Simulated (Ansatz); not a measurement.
# BFH4OSSi: a ladder of functionals and wavefunction methods

How much do the methods differ for BFH4OSSi? The plan is to run it at one geometry with functionals of several rungs and with coupled cluster. The yardstick is the atomisation energy at the CCSD(T) limit.

Computed with Ansatz 0.2.0, Gaussian basis. Level: functionals in def2-TZVPP, the program's frozen cores in correlated methods.

The runs, in order: PBE-D4, r2SCAN-D4, PBE0-D4, B3LYP-D4, ωB97X-V, ωB97M-V, B2PLYP; CCSD(T)/def2-TZVPP; MP2/def2-QZVPP; extrapolation to the limit.

## 1. The geometry

The geometry comes from an earlier relaxation with PBE0-D4 in a triple-zeta def2 set; it is a stationary point, not always the lowest conformer.

SMILES `OB(F)S[SiH3]`, 9 atoms, charge 0, spin multiplicity 1.

Atoms are counted from 1 here; the program's logs count them from 0.

Bond lengths: O1–B2 1.353 Å, O1–H6 0.962 Å, B2–F3 1.333 Å, B2–S4 1.810 Å, S4–Si5 2.149 Å, Si5–H7 1.482 Å, Si5–H8 1.483 Å, Si5–H9 1.482 Å. Angles: B2–O1–H6 113.4°, O1–B2–F3 120.1°, O1–B2–S4 121.7°, F3–B2–S4 118.2°, B2–S4–Si5 99.0°, S4–Si5–H7 111.1°, S4–Si5–H8 104.4°, S4–Si5–H9 111.2°, H7–Si5–H8 109.8°, H7–Si5–H9 110.3°, H8–Si5–H9 109.8°.

## 2. PBE-D4 (GGA)

in.yaml reads:

```yaml
crystal:
  periodic: [false, false, false]
  atoms:
    - {symbol: O, position_ang: [-0.585225, 0.873046, 1.158234]}
    - {symbol: B, position_ang: [-0.713050, 1.284108, -0.124291]}
    - {symbol: F, position_ang: [-1.340349, 2.427159, -0.399300]}
    - {symbol: S, position_ang: [-0.050181, 0.318282, -1.504637]}
    - {symbol: Si, position_ang: [0.789545, -1.319463, -0.394412]}
    - {symbol: H, position_ang: [-0.980919, 1.476506, 1.794593]}
    - {symbol: H, position_ang: [1.850453, -0.851756, 0.527941]}
    - {symbol: H, position_ang: [1.377065, -2.203837, -1.430319]}
    - {symbol: H, position_ang: [-0.258738, -2.050443, 0.355091]}
basis:
  gaussian: {orbitals: def2-TZVPP}
hamiltonian: {xc: pbe, dispersion: d4}
output: {forces: true, orbitals: {seedname: orbitals}}
```

On the command line:

```console
> ansatz run in.yaml --threads 4 --pin off --events-out ev --progress --plain --max-ram 10444MiB
```

Further steps of the session: r2SCAN-D4 (meta-GGA); PBE0-D4 (hybrid); B3LYP-D4 (hybrid); ωB97X-V (range-separated); ωB97M-V (range-separated); B2PLYP (double hybrid); CCSD(T) in def2-TZVPP; MP2 in def2-QZVPP.

**Question.** What will the summary of the whole plan be? Wanted: atomisation energy, CCSD(T)/CBS; farthest; mean size of error, hybrid; mean size of error, range-separated; gap, smallest and largest; T1 diagnostic; triples share of the correlation energy.

The runs gave:

```
                               quantity                                 value
        atomisation energy, CCSD(T)/CBS                         3370.2 kJ/mol
 functionals within 16.9 kJ/mol (0.5 %)            PBE0-D4, B3LYP-D4, ωB97X-V
                               farthest                 PBE-D4 (+45.2 kJ/mol)
             mean size of error, hybrid                           15.0 kJ/mol
    mean size of error, range-separated                           17.2 kJ/mol
              gap, smallest and largest  5.83 eV (PBE-D4), 12.17 eV (ωB97X-V)
                          T1 diagnostic                                0.0126
triples share of the correlation energy                                 3.6 %
```

PBE-D4 misses by +45.2 kJ/mol. Double hybrids carry the basis error of their MP2 part in triple zeta, and no dispersion term here, so their miss is partly the set-up's. The reference freezes the cores and leaves out relativity and excitations past (T), so misses under about 16.9 kJ/mol can't be ranked. Hartree-Fock recovers 74 % of the binding; the rest is correlation. The gap grows from 5.8 to 12.2 eV across the functionals, mostly with the share of exact exchange.
